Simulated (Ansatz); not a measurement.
**C₃H₉ISn: small, medium and large basis sets**

How large a basis does C₃H₉ISn need? Two functionals are run in growing sets.

The runs use Ansatz 0.2.0, Gaussian basis; one geometry, several basis sets.

Levels to be run: PBE0-D4/def2-SVP; ωB97M-V/def2-SVP; PBE0-D4/def2-QZVPP; ωB97M-V/def2-QZVPP; the functionals' def2-TZVPP values are taken from earlier runs.

1 further run of the same task is left out (for a known fault of the program).

### Step 1. The geometry

The geometry comes from an earlier relaxation with PBE0-D4 in a triple-zeta def2 set; it is a stationary point, not always the lowest conformer. Sn, I take the def2 core potential; no spin-orbit term is included.

14 atoms, charge 0, spin multiplicity 1.

Atoms are counted from 1 here; the program's logs count them from 0.

Bond lengths: C1–Sn2 2.136 Å, C1–H6 1.091 Å, C1–H7 1.090 Å, C1–H8 1.090 Å, Sn2–C3 2.136 Å, Sn2–C4 2.136 Å, Sn2–I5 2.712 Å, C3–H9 1.090 Å, C3–H10 1.091 Å, C3–H11 1.090 Å, C4–H12 1.091 Å, C4–H13 1.090 Å, C4–H14 1.090 Å. Angles: Sn2–C1–H6 110.0°, Sn2–C1–H7 109.6°, Sn2–C1–H8 109.6°, H6–C1–H7 109.3°, H6–C1–H8 109.3°, H7–C1–H8 109.1°, C1–Sn2–C3 112.8°, C1–Sn2–C4 112.8°, C1–Sn2–I5 105.9°, C3–Sn2–C4 112.8°, C3–Sn2–I5 105.9°, C4–Sn2–I5 105.9°, Sn2–C3–H9 109.6°, Sn2–C3–H10 109.9°, Sn2–C3–H11 109.6°, H9–C3–H10 109.3°, H9–C3–H11 109.1°, H10–C3–H11 109.3° and more.

### Step 2. PBE0-D4 in def2-SVP

File in.yaml:

```yaml
crystal:
  periodic: [false, false, false]
  atoms:
    - {symbol: C, position_ang: [-1.660402, 1.200153, 0.262128]}
    - {symbol: Sn, position_ang: [0.186448, 0.237016, -0.213259]}
    - {symbol: C, position_ang: [1.414447, -0.091035, 1.503999]}
    - {symbol: C, position_ang: [-0.079072, -1.526623, -1.389509]}
    - {symbol: I, position_ang: [1.550942, 1.978492, -1.781751]}
    - {symbol: H, position_ang: [-2.265753, 0.551695, 0.898050]}
    - {symbol: H, position_ang: [-1.461603, 2.134300, 0.786778]}
    - {symbol: H, position_ang: [-2.207219, 1.416081, -0.655358]}
    - {symbol: H, position_ang: [1.586970, 0.854953, 2.016587]}
    - {symbol: H, position_ang: [0.922085, -0.785984, 2.186627]}
    - {symbol: H, position_ang: [2.372226, -0.508666, 1.194725]}
    - {symbol: H, position_ang: [-0.616847, -2.281398, -0.812918]}
    - {symbol: H, position_ang: [0.893683, -1.922124, -1.680592]}
    - {symbol: H, position_ang: [-0.648906, -1.285959, -2.286608]}
basis:
  gaussian: {orbitals: def2-SVP}
hamiltonian: {xc: pbe0, dispersion: d4}
output: {orbitals: {seedname: orbitals}}
```

Started as:

```console
> ansatz run in.yaml --threads 2 --pin off --events-out ev --progress --plain --max-ram 32768MiB --backend cpu
```

Further steps of the session: ωB97M-V in def2-SVP; PBE0-D4 in def2-QZVPP; ωB97M-V in def2-QZVPP.

Before running them: what should the planned runs give, taken together? Wanted: PBE0-D4: double and triple zeta above quadruple; ωB97M-V: double and triple zeta above quadruple.

**Answer**, as computed:

```
                                       quantity          value
PBE0-D4: double and triple zeta above quadruple  4.53, 0.29 eV
ωB97M-V: double and triple zeta above quadruple  4.83, 0.29 eV
```

For PBE0-D4 the step from double to triple zeta gains 4.24 eV and the next only 0.29 eV. These are total energies; as a rule much of such shifts cancels in differences, which this series doesn't test. The LUMO of ωB97M-V is positive and keeps falling with the basis (1.60 to 1.03 eV): an unbound level that the basis holds in place.
